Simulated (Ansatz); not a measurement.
# ZrSi3 (AuCu3 type): a single-point run

The task is a single-point run on ZrSi3 (AuCu3 type). The structure is shown as the input types it.

Program: Ansatz 0.2.0. Level of theory: Kohn-Sham DFT, with the functional, basis and potentials that each input names. These are calculated values, not measurements.

1 further run of the same task is left out (it didn't finish).

### 1 The system as given

The structure is cubic, space group Pm-3m (No. 221). The conventional cell has a = 3.990 Å, b = 3.990 Å, c = 3.990 Å, α = 90.00°, β = 90.00°, γ = 90.00°. Zr (site symmetry m-3m) has 12 Si at 2.82 Å as nearest neighbours. Si (site symmetry 4/mmm) has 4 Zr at 2.82 Å and 8 Si at 2.82 Å as nearest neighbours.

Coordinates:

```cif
data_structure
_symmetry_space_group_name_H-M 'Pm-3m'
_symmetry_Int_Tables_number 221
_cell_length_a 3.9899
_cell_length_b 3.9899
_cell_length_c 3.9899
_cell_angle_alpha 90.000
_cell_angle_beta 90.000
_cell_angle_gamma 90.000
_cell_volume 63.52
loop_
_atom_site_label
_atom_site_type_symbol
_atom_site_symmetry_multiplicity
_atom_site_Wyckoff_symbol
_atom_site_fract_x
_atom_site_fract_y
_atom_site_fract_z
_atom_site_occupancy
Zr1 Zr 1 a 0.00000 0.00000 0.00000 1
Si1 Si 3 c 0.00000 0.50000 0.50000 1
```

### 2 Input and run

Input file input.yaml:

```yaml
crystal:
  lattice:
    - [3.9899433751, 0.0, 0.0]
    - [0.0, 3.9899433751, 0.0]
    - [0.0, 0.0, 3.9899433751]
  atoms:
    - { symbol: Zr, position: [0.0, 0.0, 0.0] }
    - { symbol: Si, position: [0.0, 0.5, 0.5] }
    - { symbol: Si, position: [0.5, 0.5, 0.0] }
    - { symbol: Si, position: [0.5, 0.0, 0.5] }
basis:
  ecutwfc: 420
  ecutrho_ratio: 4
kpoints:
  mp_grid: { grid: [8, 8, 8] }
hamiltonian:
  xc: PBE-sol
scf:
  occupations: { method: gaussian, width: 0.05 }
  max_iter: 50
output:
  forces: true
  stress: true
```

Launch:

```sh
$ ansatz run input.yaml --threads 2 --pin off --max-ram 2662MiB --backend cpu --events-out ev --progress --plain --runs-dir out
```

**Question.** How will this run end, and is anything wrong with its input?

The program refused the input before any cycle. It says: «line 17 column 7: hamiltonian.xc: unknown variant `PBE-sol`, expected one of `lda`, `lda-pw`, `pw92`, `pbe`, `pbesol`, `rpbe`, `revpbe`, `blyp`, ...»

Look at the input: hamiltonian.xc is PBE-sol. The functional or method isn't one that the program knows by that name.

What to do: set hamiltonian.xc to pbe. Any name on the list would pass the check; a listed functional of a like name need not be the same functional.
